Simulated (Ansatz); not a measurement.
**BF2H3NPSi: harmonic frequencies at the relaxed geometry in Python**

At which frequencies does BF2H3NPSi vibrate? Wanted for BF2H3NPSi: harmonic frequencies at the relaxed geometry. SMILES: N[Si]1(F)PB1F.

All numbers are computed with the Python package of Ansatz 0.2.0. Level of theory: Hartree-Fock/def2-SVP.

## (1) The structure

Bond lengths: N1–Si2 1.822 Å, Si2–F3 1.657 Å, Si2–P4 1.983 Å, Si2–B5 2.012 Å, P4–B5 1.998 Å, B5–F6 1.448 Å, N1–H7 1.008 Å, N1–H8 1.058 Å, P4–H9 1.458 Å. Angles (14 of 15 angles, heavy atoms first): N1–Si2–F3 116.7°, N1–Si2–P4 116.9°, N1–Si2–B5 117.5°, F3–Si2–P4 114.3°, F3–Si2–B5 119.0°, P4–Si2–B5 60.0°, Si2–P4–B5 60.7°, Si2–B5–P4 59.3°, Si2–B5–F6 150.2°, P4–B5–F6 149.9°, Si2–N1–H7 105.8°, Si2–N1–H8 102.2°, Si2–P4–H9 99.5°, B5–P4–H9 96.2°.

No structure file is read: the coordinates are typed or built in the script.

## (2) The script

bf2h3npsi_freq.py reads:

```python
"""Vibrations of BF2H3NPSi."""

import warnings

import ansatz as az
from ase import Atoms
from ase.thermochemistry import IdealGasThermo
import numpy as np

warnings.simplefilter("ignore", az.DeckWarning)

atoms = Atoms(["N", "Si", "F", "P", "B", "F", "H", "H", "H"], positions=[
    (0.5471, -1.7799, -0.5516),
    (0.5384, -0.1079, 0.1734),
    (1.8829, 0.3391, 1.0328),
    (-1.1736, 0.527, 0.9469),
    (-0.5287, 1.3095, -0.7747),
    (-0.6474, 2.302, -1.8223),
    (0.5248, -2.4183, 0.2283),
    (-0.3847, -1.8124, -1.0519),
    (-0.6703, 1.5946, 1.8021),
])
geometry = az.Crystal.molecule_from_ase(atoms)

setup = (
    geometry.calculation()
    .basis(gaussian="def2-SVP")
    .functional("hf")
)
symbols = [site.symbol for site in geometry.cartesian_sites]
start = np.array([site.position_ang for site in geometry.cartesian_sites], dtype=float)
def progress(event):
    if event["event"] == "relax_step":
        row = event["data"]
        print(f"step {row['step']:3d}  E = {row['lagrangian_ev']:.6f} eV  max force {row['allowed_force_max_ev_ang']:.4f} eV/A")


r = setup.relax(force_tolerance=0.003, max_steps=100).session().plan().execute(on_event=progress).report
end = np.array(r["positions_ang"])

print("bond        before    after (A)")
for i, j in [(0, 1), (0, 6), (0, 7), (1, 2), (1, 3), (1, 4), (3, 4), (3, 8), (4, 5)]:
    d0, d1 = (np.linalg.norm(xyz[i] - xyz[j]) for xyz in (start, end))
    print(f"{symbols[i]}{i}-{symbols[j]}{j}".ljust(10), f"{d0:8.4f} {d1:8.4f}")

# frequencies need a stationary point, so they are taken at the relaxed geometry
minimum = az.Crystal.molecule()
for symbol, xyz in zip(symbols, end):
    minimum = minimum.atom(symbol, xyz.tolist())
vibrating = (
    minimum.calculation()
    .basis(gaussian="def2-SVP")
    .functional("hf")
    .phonons(temperatures=(100, 500, 100))
)
vib = vibrating.run(threads=1, pin="off").report["vibrations"]
sums = vib["harmonic_sums"]
modes = [m["omega_inv_cm"] for m in sums["modes_at_gamma"] if m["rigid_motion"] == "no"]
for number, w in enumerate(modes, start=1):
    print(f"mode {number:2d} {w:9.1f} 1/cm {w / 8065.544 * 1000:8.2f} meV")
print("imaginary modes:", sum(w < 0 for w in modes), " zero-point energy:", round(sums["zero_point_energy_ev"], 4), "eV")
# rigid rotor and ideal gas, symmetry number taken as one
gas = IdealGasThermo(vib_energies=[w / 8065.544 for w in modes if w > 0], geometry="linear" if len(modes) == 3 * len(symbols) - 5 else "nonlinear",
                     atoms=Atoms(symbols, positions=end), symmetrynumber=1, spin=0.0)
print(f"H(298 K) - E = {gas.get_enthalpy(298.15, verbose=False):.4f} eV")
print(f"S(298 K, 1 bar) = {96485.33 * gas.get_entropy(298.15, 1e5, verbose=False):.1f} J/(mol K) with symmetry number 1")
```

## (3) What the engine is handed

The engine receives this input (first run):

```yaml
crystal:
  periodic: [false, false, false]
  atoms:
    - { symbol: "N", position_ang: [0.5471, -1.7799, -0.5516] }
    - { symbol: Si, position_ang: [0.5384, -0.1079, 0.1734] }
    - { symbol: F, position_ang: [1.8829, 0.3391, 1.0328] }
    - { symbol: P, position_ang: [-1.1736, 0.527, 0.9469] }
    - { symbol: B, position_ang: [-0.5287, 1.3095, -0.7747] }
    - { symbol: F, position_ang: [-0.6474, 2.302, -1.8223] }
    - { symbol: H, position_ang: [0.5248, -2.4183, 0.2283] }
    - { symbol: H, position_ang: [-0.3847, -1.8124, -1.0519] }
    - { symbol: H, position_ang: [-0.6703, 1.5946, 1.8021] }
basis:
  gaussian:
    orbitals: def2-SVP
hamiltonian:
  xc: hf
relax:
  f_tol: 0.003
  max_steps: 100
```

## (4) The run

Launch:

```console
$ python bf2h3npsi_freq.py
```

**Question.** What results will this script give? Wanted: moves of the relaxation of run 1; energy gained in run 1; last largest force component of run 1; highest frequency; imaginary modes; zero-point energy.

**Answer**, as computed:

| quantity | value |
| --- | --- |
| runs compared | 2 |
| moves of the relaxation of run 1 | 26 |
| energy gained in run 1 | 2.028 eV |
| last largest force component of run 1 | 0.0022 eV/Å |
| highest frequency | 3905 cm⁻¹ |
| imaginary modes | 0 |
| zero-point energy | 1.307 eV |

What this shows: Run 1: The relaxation took 26 moves; the largest shift is 0.652 Å, of atom 9 (H). All frequencies are real, so the geometry is a minimum. The values are harmonic; measured fundamentals also hold anharmonic shifts, mostly downward for stretches. Reading the output:
- The frequencies are harmonic and unscaled, in a modest basis. The result belongs to the one conformer reached from this start, and soft torsions count as harmonic oscillators.
- The entropy takes a symmetry number of 1; a symmetric molecule's is lower by R ln(sigma).
